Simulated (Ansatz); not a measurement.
**ZrSc2F: from a guess to a relaxed structure**

The task: take a trial cell of ZrSc2F to zero force and stress.

Program: Ansatz 0.2.0. Level of theory: DFT PBE, scalar-relativistic, plane waves, PAW. These are calculated values, not measurements.

## (1) The structure to begin with

The structure is hexagonal, space group P6/mmm (No. 191). Conventional cell: a = 4.439 Å, b = 4.439 Å, c = 4.174 Å, α = 90.00°, β = 90.00°, γ = 120.00°. Zr (site symmetry 6/mmm) has 2 F at 2.09 Å as nearest neighbours. Around Sc (site symmetry -6m2) lie 3 Sc at 2.56 Å and 3 Zr at 2.56 Å. F (site symmetry 6/mmm) is surrounded by 2 Zr at 2.09 Å.

Coordinates:

```cif
data_structure
_symmetry_space_group_name_H-M 'P6/mmm'
_symmetry_Int_Tables_number 191
_cell_length_a 4.4387
_cell_length_b 4.4387
_cell_length_c 4.1742
_cell_angle_alpha 90.000
_cell_angle_beta 90.000
_cell_angle_gamma 120.000
_cell_volume 71.22
loop_
_atom_site_label
_atom_site_type_symbol
_atom_site_symmetry_multiplicity
_atom_site_Wyckoff_symbol
_atom_site_fract_x
_atom_site_fract_y
_atom_site_fract_z
_atom_site_occupancy
Zr1 Zr 1 b 0.00000 0.00000 0.50000 1
Sc1 Sc 2 d 0.33333 0.66667 0.50000 1
F1 F 1 a 0.00000 0.00000 0.00000 1
```

A structure generator made this guess: random cell by space group and Wyckoff sites (P6/mmm, No. 191). Lengths come from tabulated atomic sizes and are only a guess.

## (2) Probe: one point on a coarse mesh

Input file input.yaml:

```yaml
crystal:
  lattice:
    - [4.43869087, 0.0, 0.0]
    - [-2.21934543, 3.84401905, 0.0]
    - [0.0, 0.0, 4.1741876]
  atoms:
    - { symbol: Zr, position: [0.0, 0.0, 0.5] }
    - { symbol: Sc, position: [0.33333333, 0.66666667, 0.5] }
    - { symbol: Sc, position: [0.66666667, 0.33333333, 0.5] }
    - { symbol: F, position: [0.0, 0.0, 0.0] }
basis:
  ecutwfc: 420
kpoints:
  mp_grid: { grid: [6, 6, 4] }
hamiltonian:
  xc: pbe
scf:
  occupations: { method: gaussian, width: 0.1 }
  lower_state_search: "off"
output:
  forces: true
  stress: true
  eigenvalues: true
```

On the command line:

```sh
$ ansatz run input.yaml --threads 1 --pin off --max-ram 2048MiB --backend cpu --events-out ev --progress --plain --runs-dir out
```

Output, cut to the lines that bear on the results:

```text
[...]
SCF converged after 7 iterations
Free energy (F): -9257.799555 eV
[...]
E sigma→0 (E₀):  -9257.780352 eV
Entropy (-TS):   -0.038405 eV (-9.601 meV/atom)
Fermi energy:    11.765170 eV
[...]
--- Forces (eV/Å), atoms counted from 1 ---
  atom   1  Zr    -0.00000000     0.00000000    -0.00000000
  atom   2  Sc    -0.00000000     0.00000000    -0.00000000
  atom   3  Sc     0.00000000    -0.00000000     0.00000000
  atom   4  F      0.00000000     0.00000000     0.00000000
[...]
--- Stress (GPa, compression-positive) ---
       42.526044       0.000000      -0.000000
        0.000000      42.526044      -0.000000
       -0.000000      -0.000000       9.959707
  P = ⅓ Tr σ = 31.6706 GPa (316.706 kbar)
--- Band table (eV; the first three rows and the last of 21) ---
  k-point 0: bands = ["-36.9137", "-36.2574", "-35.8391", "-16.0072", "-16.0072", "-15.7285", "-15.7285", "-15.4907", "-15.0306", "-14.3301", "-13.4882", "-13.4882", "-13.3871", "5.5084", "5.5084", "5.5557", "8.1041", "11.2665", "12.3003", "12.3003", "12.5610", "12.5610", "12.9474", [...]
[...]
```

Run time: 2.5 s. Hardware: 1 thread of Arm Neoverse V1, shared host; peak memory 0.35 GiB.

Read-out: pressure 31.7 GPa, largest force 0.00 eV/Å, gap on this mesh none (metal). A guess like this is first relaxed loosely on the coarse mesh.

## (3) A loose first relaxation

Changes to input.yaml since step 2:

```diff
@@ -23 +23,6 @@
   eigenvalues: true
+relax:
+  adjacent_minimum: "off"
+  f_tol: 0.04
+  max_steps: 70
+  cell: { stress_tol: 0.4 }
```

On the command line:

```sh
$ ansatz run input.yaml --threads 1 --pin off --max-ram 2048MiB --backend cpu --events-out ev --progress --plain --runs-dir out
```

Output:

```text
Warning: RAYON_NUM_THREADS=1 ignored (pool sized by the plan → 1); use --threads N
Engine: ansatz 0.2.0, aarch64-unknown-linux-gnu
Pseudopotentials: kind: paw
Pseudopotential: Zr, paw, valence charge 12, recommended cutoff 420 eV (normal), Zr.paw.azcp
Pseudopotential: Sc, paw, valence charge 11, recommended cutoff 420 eV (normal), Sc.paw.azcp
Pseudopotential: F, paw, valence charge 7, recommended cutoff 420 eV (normal), F.paw.azcp
Functional definition: PBE
  parameter kappa = 0.804
  parameter beta = 0.06672455060314922
  exchange = pbe_x(kappa = kappa, mu = beta*pi^2/3)
  correlation = pbe_c(beta = beta)
Crystal: 4 atoms, lattice volume = 71.222 Å³
Basis set: ecut = 420 eV, 1387 PW (Γ), exchange–correlation on 60×60×60 points (8 copies of the dense FFT grid, shifted against one another)
Bands: 25, of which v1, the nominal top of the filled ones, is band 21 counted from 1 (20 counted from 0)
Symmetry: 24 space group operations
Space group: P6/mmm (ITA 191), of the structure as read, at distance tolerance 4.1e-5 Å
k-points: 21 of 144
Non-local potential: Zr, projectors of the file, l = 0: 3, l = 1: 2, l = 2: 2, l = 3: 2
Non-local potential: Sc, projectors of the file, l = 0: 3, l = 1: 2, l = 2: 3, l = 3: 1
Non-local potential: F, projectors of the file, l = 0: 2, l = 1: 2, l = 2: 1
PAW form: soft (Blöchl's): semilocal exchange-correlation on the pseudo side does not see the compensation charge
PAW one-centre angular grid: Zr, 590 points (default); XC on 64 Gauss nodes
PAW one-centre angular grid: Sc, 590 points (default); XC on 64 Gauss nodes
PAW one-centre angular grid: F, 110 points (default); XC on 64 Gauss nodes
Initial density: superposition of atomic densities (neutral atoms: chi_scale 0, normalization atom), corrected by the library's trained network
Initial wavefunctions: pseudopotential atomic-orbital guess
Functional: x = pbe(κ = 0.804, μ = 0.2195149727645171), c = pbe(β = 0.06672455060314922)
SCF iter   1: F=—  HF=-9257.806569 eV  |F-HF|=—  |Δ(HF+E_count)|=         —  Δρ=1.19e-2  dr2=6.63e-2  ethr=1.77e-3  ⟨swp⟩=4.0  Hψ=2201  notcnv=0
preconditioner: auto → Kerker (q_TF=auto, 2.488 Å⁻¹)  [metal: Δε(μ)=0.017 eV  Ē_g=4.634 eV  σ=0.100 eV  W_gap=0.10  n_scr=20 (ndim 8)  ℏωp=17.0 eV  f_vac=0.000  D(μ)=7.62/eV (n_scr^D=94)]
SCF iter   2: F=—  HF=-9257.802250 eV  |F-HF|=—  |Δ(HF+E_count)|=   4.32e-3  Δρ=7.02e-3  dr2=2.88e-2  ethr=1.62e-4  ⟨swp⟩=1.0  Hψ=693  notcnv=0
SCF iter   3: F=—  HF=-9257.799949 eV  |F-HF|=—  |Δ(HF+E_count)|=   2.30e-3  Δρ=1.28e-3  dr2=2.55e-3  ethr=7.03e-5  ⟨swp⟩=2.8  Hψ=911  notcnv=0
SCF iter   4: F=—  HF=-9257.800093 eV  |F-HF|=—  |Δ(HF+E_count)|=   1.44e-4  Δρ=4.13e-4  dr2=2.61e-4  ethr=6.22e-6  ⟨swp⟩=1.9  Hψ=557  notcnv=0
SCF iter   5: F=—  HF=-9257.800125 eV  |F-HF|=—  |Δ(HF+E_count)|=   3.22e-5  Δρ=1.43e-4  dr2=1.26e-5  ethr=6.37e-7  ⟨swp⟩=2.0  Hψ=595  notcnv=0
SCF iter   6: F=—  HF=-9257.799555 eV  |F-HF|=—  |Δ(HF+E_count)|=   5.70e-4  Δρ=7.38e-5  dr2=2.79e-6  ethr=3.08e-8  ⟨swp⟩=2.0  Hψ=812  notcnv=0
SCF iter   7: F=-9257.799555 eV  HF=-9257.799555 eV  |F-HF|=1.91e-9  |Δ(HF+E_count)|=   1.36e-7  Δρ=1.26e-5  dr2=9.18e-8  ethr=2.44e-10  ⟨swp⟩=3.6  Hψ=2214  notcnv=0
SCF 1 converged in 7 iterations: F = -9257.799555 eV  dr2 = 9.18e-8
relax step   1: F+E_penalty+E_count = -9257.79955460 eV  Δ(F+E_penalty+E_count) = +0.000e0 eV  max|allowed force component| = 1.480e-16 eV/Å  Δτ_max = 0.0000 Å  P = +31.671 GPa  Ω = 71.222 Å³  (7 SCF iters, dr2 threshold 1.00e-7 eV, accepted)
Crystal: 4 atoms, lattice volume = 79.239 Å³
Basis set: ecut = 420 eV, 1545 PW (Γ), exchange–correlation on 60×60×60 points (8 copies of the dense FFT grid, shifted against one another)
Initial density: handed on by an earlier stage of this run
Initial wavefunctions: those handed on with the density
SCF iter   1: F=—  HF=-9259.946454 eV  |F-HF|=—  |Δ(HF+E_count)|=         —  Δρ=3.95e-2  dr2=2.55e0  ethr=3.10e-3  ⟨swp⟩=6.7  Hψ=2117  notcnv=0
preconditioner: auto → Kerker (q_TF=auto, 2.445 Å⁻¹)  [metal: Δε(μ)=0.046 eV  Ē_g=4.976 eV  σ=0.100 eV  W_gap=0.25  n_scr=20 (ndim 8)  ℏωp=16.2 eV  f_vac=0.003  D(μ)=6.51/eV (n_scr^D=70)]
SCF iter   2: F=—  HF=-9259.513360 eV  |F-HF|=—  |Δ(HF+E_count)|=   4.33e-1  Δρ=1.76e-2  dr2=3.34e-1  ethr=3.10e-3  ⟨swp⟩=2.0  Hψ=945  notcnv=0  defer=5
SCF iter   3: F=—  HF=-9259.440409 eV  |F-HF|=—  |Δ(HF+E_count)|=   7.30e-2  Δρ=7.81e-3  dr2=1.14e-1  ethr=8.14e-4  ⟨swp⟩=1.3  Hψ=702  notcnv=0  defer=5
SCF iter   4: F=—  HF=-9259.409766 eV  |F-HF|=—  |Δ(HF+E_count)|=   3.06e-2  Δρ=2.47e-3  dr2=5.69e-3  ethr=2.77e-4  ⟨swp⟩=2.0  Hψ=672  notcnv=0  defer=5
SCF iter   5: F=—  HF=-9259.410260 eV  |F-HF|=—  |Δ(HF+E_count)|=   4.94e-4  Δρ=8.54e-4  dr2=4.88e-4  ethr=1.39e-5  ⟨swp⟩=2.0  Hψ=743  notcnv=0  defer=3
SCF iter   6: F=—  HF=-9259.410455 eV  |F-HF|=—  |Δ(HF+E_count)|=   1.95e-4  Δρ=2.26e-4  dr2=3.92e-5  ethr=1.19e-6  ⟨swp⟩=2.0  Hψ=649  notcnv=0  defer=3
SCF iter   7: F=—  HF=-9259.409901 eV  |F-HF|=—  |Δ(HF+E_count)|=   5.54e-4  Δρ=4.92e-5  dr2=2.51e-6  ethr=9.57e-8  ⟨swp⟩=2.0  Hψ=796  notcnv=0  defer=3
SCF iter   8: F=—  HF=-9259.409903 eV  |F-HF|=—  |Δ(HF+E_count)|=   1.53e-6  Δρ=1.75e-5  dr2=5.18e-7  ethr=9.76e-10  ⟨swp⟩=6.0  Hψ=2437  notcnv=0
SCF iter   9: F=-9259.409903 eV  HF=-9259.409903 eV  |F-HF|=4.44e-9  |Δ(HF+E_count)|=   4.82e-8  Δρ=5.77e-6  dr2=3.81e-8  ethr=9.76e-10  ⟨swp⟩=4.0  Hψ=1536  notcnv=0
SCF 2 converged in 9 iterations: F = -9259.409903 eV  dr2 = 3.81e-8
relax step   2: F+E_penalty+E_count = -9259.40990301 eV  Δ(F+E_penalty+E_count) = -1.610e0 eV  max|allowed force component| = 3.238e-17 eV/Å  Δτ_max = 0.0000 Å  P = +20.408 GPa  Ω = 79.239 Å³  energy of the carried Pulay correction = -9.467e-3 eV  (9 SCF iters, dr2 threshold 4.00e-7 eV, accepted)
Crystal: 4 atoms, lattice volume = 86.905 Å³
Basis set: ecut = 420 eV, 1677 PW (Γ), exchange–correlation on 60×60×60 points (8 copies of the dense FFT grid, shifted against one another)
SCF iter   1: F=—  HF=-9260.872795 eV  |F-HF|=—  |Δ(HF+E_count)|=         —  Δρ=2.99e-2  dr2=1.59e0  ethr=3.10e-3  ⟨swp⟩=7.0  Hψ=2162  notcnv=0
preconditioner: auto → Kerker (q_TF=auto, 2.407 Å⁻¹)  [metal: Δε(μ)=0.020 eV  Ē_g=4.707 eV  σ=0.100 eV  W_gap=0.11  n_scr=20 (ndim 8)  ℏωp=15.4 eV  f_vac=0.000  D(μ)=8.27/eV (n_scr^D=94)]
SCF iter   2: F=—  HF=-9260.599236 eV  |F-HF|=—  |Δ(HF+E_count)|=   2.74e-1  Δρ=1.32e-2  dr2=2.49e-1  ethr=3.10e-3  ⟨swp⟩=2.0  Hψ=937  notcnv=0  defer=5
SCF iter   3: F=—  HF=-9260.545650 eV  |F-HF|=—  |Δ(HF+E_count)|=   5.36e-2  Δρ=5.85e-3  dr2=8.14e-2  ethr=6.08e-4  ⟨swp⟩=1.3  Hψ=702  notcnv=0  defer=2
SCF iter   4: F=—  HF=-9260.523699 eV  |F-HF|=—  |Δ(HF+E_count)|=   2.20e-2  Δρ=1.98e-3  dr2=4.03e-3  ethr=1.98e-4  ⟨swp⟩=2.0  Hψ=600  notcnv=0  defer=2
SCF iter   5: F=—  HF=-9260.523965 eV  |F-HF|=—  |Δ(HF+E_count)|=   2.66e-4  Δρ=7.43e-4  dr2=4.30e-4  ethr=9.83e-6  ⟨swp⟩=2.0  Hψ=720  notcnv=0  defer=2
SCF iter   6: F=—  HF=-9260.524055 eV  |F-HF|=—  |Δ(HF+E_count)|=   8.95e-5  Δρ=1.99e-4  dr2=3.23e-5  ethr=1.05e-6  ⟨swp⟩=2.0  Hψ=671  notcnv=0  defer=2
SCF iter   7: F=—  HF=-9260.523418 eV  |F-HF|=—  |Δ(HF+E_count)|=   6.36e-4  Δρ=4.31e-5  dr2=1.52e-6  ethr=7.87e-8  ⟨swp⟩=2.0  Hψ=801  notcnv=0  defer=2
SCF iter   8: F=-9260.523420 eV  HF=-9260.523420 eV  |F-HF|=6.68e-8  |Δ(HF+E_count)|=   1.29e-6  Δρ=1.04e-5  dr2=1.83e-7  ethr=9.76e-10  ⟨swp⟩=6.0  Hψ=2376  notcnv=0
SCF 3 converged in 8 iterations: F = -9260.523420 eV  dr2 = 1.83e-7
relax step   3: F+E_penalty+E_count = -9260.52341955 eV  Δ(F+E_penalty+E_count) = -1.114e0 eV  max|allowed force component| = 5.089e-17 eV/Å  Δτ_max = 0.0000 Å  P = +12.034 GPa  Ω = 86.905 Å³  energy of the carried Pulay correction = -1.774e-2 eV  (8 SCF iters, dr2 threshold 4.00e-7 eV, accepted)
[... from here on, the SCF cycles and remarks between the steps are left out ...]
relax step   4: F+E_penalty+E_count = -9261.23711185 eV  Δ(F+E_penalty+E_count) = -7.137e-1 eV  max|allowed force component| = 9.483e-17 eV/Å  Δτ_max = 0.0000 Å  P = +5.316 GPa  Ω = 93.955 Å³  energy of the carried Pulay correction = -2.482e-2 eV  (8 SCF iters, dr2 threshold 4.00e-7 eV, accepted)
relax step   5: F+E_penalty+E_count = -9261.57010723 eV  Δ(F+E_penalty+E_count) = -3.330e-1 eV  max|allowed force component| = 6.592e-17 eV/Å  Δτ_max = 0.0000 Å  P = +0.484 GPa  Ω = 99.489 Å³  energy of the carried Pulay correction = -3.022e-2 eV  (7 SCF iters, dr2 threshold 4.00e-7 eV, accepted)
relax step   6: F+E_penalty+E_count = -9261.58064419 eV  Δ(F+E_penalty+E_count) = -1.054e-2 eV  max|allowed force component| = 6.476e-17 eV/Å  Δτ_max = 0.0000 Å  P = +0.045 GPa  Ω = 99.957 Å³  energy of the carried Pulay correction = -3.078e-2 eV  (6 SCF iters, dr2 threshold 4.00e-7 eV, accepted)
relax step   7: F+E_penalty+E_count = -9261.58183637 eV  Δ(F+E_penalty+E_count) = -1.192e-3 eV  max|allowed force component| = 2.197e-17 eV/Å  Δτ_max = 0.0000 Å  P = -0.090 GPa  Ω = 100.104 Å³  energy of the carried Pulay correction = -3.087e-2 eV  (6 SCF iters, dr2 threshold 4.00e-7 eV, accepted)
relax step   8: F+E_penalty+E_count = -9262.01831723 eV  Δ(F+E_penalty+E_count) = -4.365e-1 eV  max|allowed force component| = 1.966e-17 eV/Å  Δτ_max = 0.0000 Å  P = +4.651 GPa  Ω = 100.104 Å³  stress off target by 6.29e0 GPa  SCF on the basis re-selected at this cell (its energy is not comparable with the rows above)  (7 SCF iters)
relax step   9: F+E_penalty+E_count = -9262.14830498 eV  Δ(F+E_penalty+E_count) = -1.300e-1 eV  max|allowed force component| = 2.429e-17 eV/Å  Δτ_max = 0.0000 Å  P = +2.085 GPa  Ω = 104.957 Å³  energy of the carried Pulay correction = -5.080e-3 eV  (8 SCF iters, dr2 threshold 4.00e-7 eV, accepted)
relax step  10: F+E_penalty+E_count = -9262.17265220 eV  Δ(F+E_penalty+E_count) = -2.435e-2 eV  max|allowed force component| = 2.660e-17 eV/Å  Δτ_max = 0.0000 Å  P = -0.608 GPa  Ω = 111.138 Å³  energy of the carried Pulay correction = -1.508e-2 eV  (8 SCF iters, dr2 threshold 4.00e-7 eV, accepted)
relax step  11: F+E_penalty+E_count = -9262.17869613 eV  Δ(F+E_penalty+E_count) = -6.044e-3 eV  max|allowed force component| = 2.718e-17 eV/Å  Δτ_max = 0.0000 Å  P = -0.023 GPa  Ω = 109.714 Å³  energy of the carried Pulay correction = -1.237e-2 eV  (6 SCF iters, dr2 threshold 4.00e-7 eV, accepted)
Basis set: ecut = 420 eV, 2173 PW (Γ), exchange–correlation on 80×80×60 points (8 copies of the dense FFT grid, shifted against one another)
iter 1 solved again at ethr=2.36e-7 eV; its pass at ethr=3.10e-3 eV (dr2=9.66e-5 eV) is discarded
SCF iter   1: F=—  HF=-9262.194219 eV  |F-HF|=—  |Δ(HF+E_count)|=         —  Δρ=6.79e-4  dr2=8.19e-5  ethr=2.36e-7  ⟨swp⟩=3.1  Hψ=3591  notcnv=0
preconditioner: auto → Kerker (q_TF=auto, 2.316 Å⁻¹)  [metal: Δε(μ)=0.006 eV  Ē_g=4.301 eV  σ=0.100 eV  W_gap=0.03  n_scr=26 (ndim 8)  ℏωp=13.7 eV  f_vac=0.000  D(μ)=8.73/eV (n_scr^D=106)]
SCF iter   2: F=—  HF=-9262.193845 eV  |F-HF|=—  |Δ(HF+E_count)|=   3.73e-4  Δρ=2.86e-4  dr2=1.55e-5  ethr=2.00e-7  ⟨swp⟩=2.0  Hψ=726  notcnv=0
SCF iter   3: F=—  HF=-9262.193876 eV  |F-HF|=—  |Δ(HF+E_count)|=   3.09e-5  Δρ=1.10e-4  dr2=2.42e-6  ethr=3.78e-8  ⟨swp⟩=2.0  Hψ=567  notcnv=0
SCF iter   4: F=—  HF=-9262.193880 eV  |F-HF|=—  |Δ(HF+E_count)|=   4.21e-6  Δρ=5.07e-6  dr2=4.29e-8  ethr=5.91e-9  ⟨swp⟩=2.0  Hψ=645  notcnv=0
SCF iter   5: F=—  HF=-9262.193880 eV  |F-HF|=—  |Δ(HF+E_count)|=   6.04e-9  Δρ=1.87e-6  dr2=1.15e-8  ethr=1.05e-10  ⟨swp⟩=2.1  Hψ=706  notcnv=0
SCF iter   6: F=-9262.193880 eV  HF=-9262.193880 eV  |F-HF|=1.16e-10  |Δ(HF+E_count)|=   1.45e-9  Δρ=5.91e-7  dr2=4.86e-10  ethr=6.24e-12  ⟨swp⟩=3.1  Hψ=1854  notcnv=0
SCF 12 converged in 6 iterations: F = -9262.193880 eV  dr2 = 4.86e-10
relax step  12: F+E_penalty+E_count = -9262.19388041 eV  Δ(F+E_penalty+E_count) = -1.518e-2 eV  max|allowed force component| = 3.932e-17 eV/Å  Δτ_max = 0.0000 Å  P = +0.039 GPa  Ω = 109.714 Å³  stress off target by 8.35e-2 GPa  SCF on the basis re-selected at this cell (its energy is not comparable with the rows above)  (6 SCF iters)
basis re-selected at this cell: Δ(F+E_penalty+E_count) = -1.518e-2 eV, ΔP = +0.062 GPa vs the last step (what re-selecting the basis moved, of the pressure what is left beyond the Pulay correction that the steps carried, after the strain that the cell walked since its last selection, with what the two solves' SCF thresholds leave and, on support functions, any second-order correction that the steps lacked; it is no measure of the basis error at this ecutwfc). The dense FFT grid was sized anew with the basis: this SCF ran on 40×40×30 points, the steps before it on 36×36×30, so part of this shift can come from that change (see relax.cell in the input reference). This SCF's stress stands 8.35e-2 GPa from its target on what of the cell is left free (relax.cell.stress_tol is 4.00e-1 GPa) and its largest allowed force component is 3.93e-17 eV/Å (relax.f_tol is 4.00e-2 eV/Å): within both
SCF converged after 6 iterations
Free energy (F): -9262.193880 eV
Harris-Foulkes:  -9262.193880 eV  (|F-HF|=1.16e-10)
Internal energy: -9262.150202 eV  (E = F + TS)
E sigma→0 (E₀):  -9262.172041 eV
Entropy (-TS):   -0.043679 eV (-10.920 meV/atom)
Fermi energy:    7.160352 eV
--- Per-component energies (eV) ---
  E_band       = -624.065461
  E_kinetic    = 1055.207015
  E_local      = -3717.611237  (includes V_loc(G=0)·N_el)
  E_nonlocal   = 321.501587
  E_hartree    = 1320.399720
  E_xc         = -445.501447
  E_vxc        = -545.301901  (∫ρ·V_xc dr)
  E_paw        = -5065.694227  (= ΣΔE_a)
  E_vpaw       = -378.662916  (= ΣTr[D̂ρ^β])
  E_aug_tail   = 0.002109  (compensation charges beyond the density's cutoff)
  E_ewald      = -2730.453722
  E_smearing   = -0.043679  (= −TS)
  E_closure    = -0.000000  (closes the sum)
  Σ components = -9262.193880   (vs F -9262.193880, Δ=0.00e0)
--- Forces (eV/Å), atoms counted from 1 ---
  atom   1  Zr     0.00000000     0.00000000     0.00000000
  atom   2  Sc    -0.00000000    -0.00000000    -0.00000000
  atom   3  Sc     0.00000000     0.00000000     0.00000000
  atom   4  F      0.00000000     0.00000000     0.00000000
  max |Σ_I F_I| component: 9.25e-18 eV/Å
--- Stress (GPa, compression-positive) ---
        0.083526       0.000000       0.000000
        0.000000       0.083526       0.000000
        0.000000       0.000000      -0.050052
  P = ⅓ Tr σ = 0.0390 GPa (0.390 kbar)
--- Band table (eV; the first three rows and the last of 21) ---
  k-point 0: bands = ["-42.9964", "-42.9619", "-42.3429", "-21.7115", "-21.6773", "-21.6108", "-21.6108", "-21.4771", "-21.4771", "-20.9285", "-20.1898", "-20.1898", "-18.9182", "0.1403", "0.1403", "0.1498", "2.9038", "6.6203", "6.6203", "6.9612", "7.4892", "7.4892", "7.9047", "7.9047", "8.0326"]
  k-point 1: bands = ["-42.9959", "-42.9614", "-42.3382", "-21.7509", "-21.6859", "-21.6799", "-21.6098", "-21.6098", "-21.4763", "-21.4763", "-20.1846", "-20.1846", "-17.7694", "-1.1297", "-0.0903", "-0.0903", "3.3439", "6.7873", "6.7873", "6.8956", "7.5676", "7.5676", "7.9640", "7.9640", "8.2058"]
  k-point 2: bands = ["-42.9954", "-42.9610", "-42.3334", "-22.1935", "-21.7267", "-21.6944", "-21.6088", "-21.6088", "-21.4754", "-21.4754", "-20.1794", "-20.1794", "-16.8797", "-2.2854", "-0.3006", "-0.3006", "3.9665", "6.5319", "7.1575", "7.1575", "7.4102", "7.4102", "7.6692", "7.6692", "8.3246"]
  k-point 20: bands = ["-42.9775", "-42.9775", "-42.3350", "-22.1904", "-21.7122", "-21.7122", "-21.6270", "-21.5461", "-21.5461", "-21.4399", "-20.1844", "-20.1844", "-16.8797", "-2.2839", "-0.3318", "-0.3318", "5.8148", "5.8148", "5.8743", "6.8327", "7.0407", "7.0407", "7.9457", "8.0094", "8.0094"]
--- Relaxed structure (10 steps of the walk, 10 accepted, 2 SCFs on fresh bases) ---
  F+E_penalty+E_count = -9262.19388041 eV   max|allowed force component| = 3.932e-17 eV/Å   (the final SCF, on the basis selected at the relaxed cell)
  cell:  # Å, volume = 109.7138 Å³
    - [5.59118452190238, -3.636288150717345e-9, -4.674612098267577e-33]
    - [-2.7955922578020718, 4.842107835031956, 6.56424179253624e-33]
    - [-4.137459003892682e-33, 4.331402394700151e-33, 4.05249985632138]
  atoms:
    - { symbol: Zr, position: [-9.104885827527578e-35, 2.9878528919899857e-35, 0.49999999999999994] }
    - { symbol: Sc, position: [0.3333333333333333, 0.6666666666666666, 0.49999999999999994] }
    - { symbol: Sc, position: [0.6666666666666666, 0.3333333333333333, 0.49999999999999994] }
    - { symbol: F, position: [1.5832020070275068e-34, 3.1444216215724984e-35, 5.48201443941023e-36] }
```

It took 42 s on 1 thread of Arm Neoverse V1, shared host; peak memory 0.4 GiB.

The steps of the relaxation:

| step | energy from step 1 (eV/cell) | largest force component (eV/Å) | pressure (GPa) | volume (Å³) |
| --- | --- | --- | --- | --- |
| 1 | 0.0000 | 0.0000 | 31.67 | 71.22 |
| 2 | -1.6103 | 0.0000 | 20.41 | 79.24 |
| 3 | -2.7239 | 0.0000 | 12.03 | 86.91 |
| 4 | -3.4376 | 0.0000 | 5.32 | 93.96 |
| 5 | -3.7706 | 0.0000 | 0.48 | 99.49 |
| 6 | -3.7811 | 0.0000 | 0.04 | 99.96 |
| 7 | -3.7823 | 0.0000 | -0.09 | 100.10 |
| 8 | -4.2188 | 0.0000 | 4.65 | 100.10 |
| 9 | -4.3488 | 0.0000 | 2.09 | 104.96 |
| 10 | -4.3731 | 0.0000 | -0.61 | 111.14 |
| 11 | -4.3791 | 0.0000 | -0.02 | 109.71 |
| 12 | -4.3943 | 0.0000 | 0.04 | 109.71 |

Step 1 is the start. Steps 8, 12 each repeat the geometry before them on a plane-wave basis chosen anew, so the energy can jump there without any move.

|  | before | after | change |
| --- | --- | --- | --- |
| a (Å) | 4.439 | 5.591 | +26.0 % |
| b (Å) | 4.439 | 5.591 | +26.0 % |
| c (Å) | 4.174 | 4.052 | -2.9 % |
| volume (Å³/atom) | 17.81 | 27.43 | +54.0 % |
| shortest distance (Å) | 2.087 | 2.026 | -2.9 % |
| space group (0.01 Å) | P6/mmm | P6/mmm | same |

The run keeps the 24 symmetry operations of the start, so it could not have lowered the symmetry.

[end of part 1 of 2]
